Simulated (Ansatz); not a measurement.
# Ni (Fm-3m): equation of state

One table from this session's results is given with a row withheld; the runs are named, their logs left out.

Program: Ansatz 0.2.0. Level of theory: DFT r²SCAN, scalar-relativistic, plane waves, PAW. These are calculated values, not measurements.

## The structure to begin with

Symmetry: Fm-3m, No. 225, cubic system. The conventional cell has a = 3.478 Å, b = 3.478 Å, c = 3.478 Å, α = 90.00°, β = 90.00°, γ = 90.00°. Around Ni (site symmetry m-3m) lie 12 Ni at 2.46 Å.

Coordinates:

```xyz
1
Lattice="0.0000 1.7392 1.7392 1.7392 0.0000 1.7392 1.7392 1.7392 0.0000" Properties=species:S:1:pos:R:3 pbc="T T T"
Ni    0.0000    0.0000    0.0000
```

An earlier run at r²SCAN left this cell at 10.522 Å³/atom and 0.00 GPa (22×22×22 mesh).

Volume factors to run: 0.980, 1.020, 0.960, 1.040.

Set-up of the first run:

input.yaml reads:

```yaml
crystal:
  lattice:
    - [0.0, 1.7275387685, 1.7275387685]
    - [1.7275387685, 0.0, 1.7275387685]
    - [1.7275387685, 1.7275387685, 0.0]
  atoms:
    - { symbol: Ni, position: [0.0, 0.0, 0.0], spin: 0.9 }
basis:
  ecutwfc: 500
  ecutrho_ratio: 4
kpoints:
  mp_grid: { grid: [22, 22, 22] }
hamiltonian:
  xc: r2scan
scf:
  occupations: { method: gaussian, width: 0.05 }
output:
  forces: true
  stress: true
  eigenvalues: true
  populations: true
magnetization:
  spin_polarized: true
```

On the command line:

```sh
$ ansatz run input.yaml --threads 1 --pin off --max-ram 2560MiB --backend cpu --events-out ev --progress --plain --runs-dir out
```

Among the steps run: Volume × 0.980; Volume × 1.020; Scaling the volume by 0.960; Volume × 1.040.

One table of the session follows, with a row left open; its other results are not shown here.

It belongs to the step «The fit». 

| volume (Å³/atom) | energy (meV/atom) | pressure (GPa) | moment of atom 1 (μB) |
| --- | --- | --- | --- |
| 10.101 | 12.21 | 9.63 | 0.78 |
| 10.311 | ? | ? | ? |
| 10.522 | 0.00 | 0.00 | 0.82 |
| 10.732 | 2.71 | -4.08 | 0.83 |
| 10.943 | 10.50 | -7.72 | 0.84 |

Q: Estimate the row for volume (Å³/atom) = 10.311 from the others.

Worked estimate for «energy (meV/atom)». A straight line through the neighbours (10.101, 12.21) and (10.522, 0.00) gives 12.21 + (0.00 − 12.21) × (10.311 − 10.101) / (10.522 − 10.101) = 6.12; a parabola fitted to 3 rows on both sides gives 3.18.

As computed: energy (meV/atom): 2.97; pressure (GPa): 4.54; moment of atom 1 (μB): 0.80. In «energy (meV/atom)» the line misses by +3.15 and the parabola by +0.21.

Caveats from the session: Warnings in the runs' records: stability check not made.
